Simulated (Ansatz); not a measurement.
# ClH₃Se₃Zr: up Jacob's ladder to CCSD(T)

An exercise on one series of results from a longer session: the logs are not shown, and one member is left open.

Method: functionals in def2-TZVPP, the program's frozen cores in correlated methods; program: Ansatz 0.2.0, Gaussian basis.

Levels to be run: LDA (SPW92), PBE-D4, revPBE-D4, BLYP-D4, r2SCAN-D4, B97M-V, PBE0-D4, B3LYP-D4, r2SCANh-D4, r2SCAN0-D4, HSE06-D4, BHLYP-D4, CAM-B3LYP-D4, LC-ωPBE, ωB97X-V, ωB97M-V, B2PLYP, PBE-QIDH; CCSD(T)/def2-SVP; MP2/def2-TZVPP; MP2/def2-QZVPP; RPA on PBE.

**Structure used throughout**

All runs share one geometry, relaxed beforehand with PBE0-D4 in a triple-zeta def2 set. Zr takes the def2 core potential; no spin-orbit term is included.

8 atoms, charge 0, spin multiplicity 1.

Atoms are counted from 1 here; the program's logs count them from 0.

Bond lengths: Cl1–Zr2 2.323 Å, Zr2–Se3 2.550 Å, Zr2–Se4 2.549 Å, Zr2–Se5 2.559 Å, Se3–H6 1.477 Å, Se4–H7 1.474 Å, Se5–H8 1.475 Å. Angles: Cl1–Zr2–Se3 112.2°, Cl1–Zr2–Se4 111.3°, Cl1–Zr2–Se5 110.5°, Se3–Zr2–Se4 103.6°, Se3–Zr2–Se5 108.6°, Se4–Zr2–Se5 110.4°, Zr2–Se3–H6 87.5°, Zr2–Se4–H7 86.6°, Zr2–Se5–H8 86.0°.

Geometry (Å):

```xyz
8
ClH3Se3Zr
Cl   -2.7990   -0.6048    0.5171
Zr   -0.5196   -0.2878    0.2029
Se    0.3403    1.7862    1.4125
Se    0.8296   -2.1856    1.2386
Se    0.0192   -0.0640   -2.2885
H    -0.7017    2.5534    0.7002
H     1.7370   -2.0512    0.0846
H     1.0941    0.8538   -1.8675
```

Set-up of the first run:

Contents of in.yaml:

```yaml
crystal:
  periodic: [false, false, false]
  atoms:
    - {symbol: Cl, position_ang: [-2.798975, -0.604764, 0.517060]}
    - {symbol: Zr, position_ang: [-0.519597, -0.287761, 0.202935]}
    - {symbol: Se, position_ang: [0.340327, 1.786193, 1.412523]}
    - {symbol: Se, position_ang: [0.829582, -2.185648, 1.238628]}
    - {symbol: Se, position_ang: [0.019218, -0.064039, -2.288466]}
    - {symbol: H, position_ang: [-0.701668, 2.553416, 0.700228]}
    - {symbol: H, position_ang: [1.737031, -2.051224, 0.084580]}
    - {symbol: H, position_ang: [1.094091, 0.853827, -1.867489]}
basis:
  gaussian: {orbitals: def2-TZVPP}
hamiltonian: {xc: lda}
output: {orbitals: {seedname: orbitals}}
```

On the command line:

```
> ansatz run in.yaml --threads 4 --pin off --events-out ev --progress --plain --max-ram 11315MiB
```

Among the steps run: LDA; PBE-D4 (GGA); revPBE-D4 (GGA); BLYP-D4 (GGA); r2SCAN-D4 (meta-GGA); B97M-V (meta-GGA); B3LYP-D4 (hybrid); r2SCANh-D4 (hybrid); r2SCAN0-D4 (hybrid); HSE06-D4 (hybrid); BHLYP-D4 (hybrid); CAM-B3LYP-D4 (range-separated); LC-ωPBE (range-separated); ωB97X-V (range-separated); ωB97M-V (range-separated); B2PLYP (double hybrid); PBE-QIDH (double hybrid).

One table of the session follows, with a row left open; its other results are not shown here.

It belongs to the step «Orbital energies across the functionals». 

```
  functional  HOMO (eV)  LUMO (eV)  gap (eV)
 LDA (SPW92)      -6.58      -3.54      3.03
      PBE-D4      -6.40      -3.33      3.08
   revPBE-D4      -6.34      -3.25      3.09
     BLYP-D4      -6.21      -3.17      3.04
   r2SCAN-D4      -6.70      -3.23      3.47
      B97M-V          ?          ?         ?
     PBE0-D4      -7.50      -2.58      4.92
    B3LYP-D4      -7.25      -2.75      4.50
  r2SCANh-D4      -7.10      -2.94      4.15
  r2SCAN0-D4      -7.69      -2.51      5.19
    HSE06-D4      -7.11      -2.95      4.15
    BHLYP-D4      -8.42      -1.63      6.78
CAM-B3LYP-D4      -8.71      -1.52      7.19
     LC-ωPBE     -10.06      -0.50      9.55
     ωB97X-V      -9.71      -0.55      9.16
     ωB97M-V      -9.57      -0.61      8.96
```

Estimate the missing values for B97M-V.

**Answer.** HOMO (eV): -6.71; LUMO (eV): -3.17; gap (eV): 3.54. In the column «HOMO (eV)» it lies between r2SCANh-D4 (-7.10) and r2SCAN-D4 (-6.70).
